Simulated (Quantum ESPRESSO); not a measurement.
Crystal: Ga3P.

```
CELL_PARAMETERS angstrom
0.00000 3.26427 3.26427
3.26427 0.00000 3.26427
3.26427 3.26427 0.00000
ATOMIC_POSITIONS crystal
Ga 0.50000 0.50000 0.50000
Ga 0.25000 0.25000 0.25000
Ga 0.75000 0.75000 0.75000
P 0.00000 0.00000 0.00000
```

The cell was built by a generator and needn't be a form met in nature.

| Property | Result |
| --- | --- |
| Program | Quantum ESPRESSO 7.5 |
| Task | phonons and electron-phonon coupling |
| Functional | PBE |
| Potentials or basis | SPMS 1.0 PBE |
| Cutoff | 952 eV |
| Density cutoff | 3810 eV |
| k mesh | 3 × 3 × 3 |
| Occupations | methfessel-paxton, width 0.272 eV |
| Spin | no spin polarisation |
| Mixing beta | 0.5 |
| Most SCF iterations | 120 |
| SCF threshold | 8e-10 Ry |
| q mesh | 3 × 3 × 3 |

The cell and the atoms were relaxed first, to 18.10 Å³/atom (a = 4.679 Å, b = 4.679 Å, c = 4.679 Å, α = 60.00°, β = 60.00°, γ = 60.00°), and the response was taken there.

Question: Is this structure dynamically stable at this level, and how far does the spectrum reach?

Answer: No: the interpolated spectrum has imaginary modes, down to 202i cm⁻¹ near X. The highest frequency is 156 cm⁻¹.

Phonon frequencies at the corners of the path (cm⁻¹, interpolated; i marks imaginary ones):
```csv
point,frequencies
Γ,0 0 0 96 96 96 121 121 121 125 125 125
X,202i 202i 195i 36i 9 9 55 55 99 125 126 126
W,178i 178i 146i 14 18 26 26 44 82 99 99 139
K,180i 174i 160i 10 13 15 27 61 83 96 119 136
L,162i 102i 102i 24i 17i 17i 60 60 107 122 122 142
U,180i 174i 160i 10 13 15 27 61 83 96 119 136
```

Phonon states per cell in windows of 20 cm⁻¹ (negative: imaginary):
```csv
from (cm⁻¹),total,Ga,P
-220,0.00,0.00,0.00
-200,0.19,0.00,0.19
-180,0.82,0.03,0.79
-160,0.76,0.04,0.71
-140,0.56,0.04,0.53
-120,0.33,0.03,0.30
-100,0.14,0.03,0.12
-80,0.09,0.03,0.06
-60,0.06,0.03,0.03
-40,0.48,0.47,0.01
-20,0.38,0.37,0.01
0,0.84,0.82,0.02
20,0.92,0.90,0.03
40,1.25,1.22,0.03
60,0.91,0.88,0.03
80,1.24,1.14,0.09
100,1.24,1.21,0.02
120,1.40,1.38,0.02
140,0.40,0.38,0.02
```

Caveat: the k mesh is coarse (spacing up to 0.56 Å⁻¹), so the values aren't converged; the mesh is thin for the phonons of a metal; some modes are imaginary; the interpolated spectrum has imaginary branches, which spoil the λ, ω_log and α²F that the log prints; λ from interpolated matrix elements is rough: modes that symmetry makes equal can differ by tens of percent.
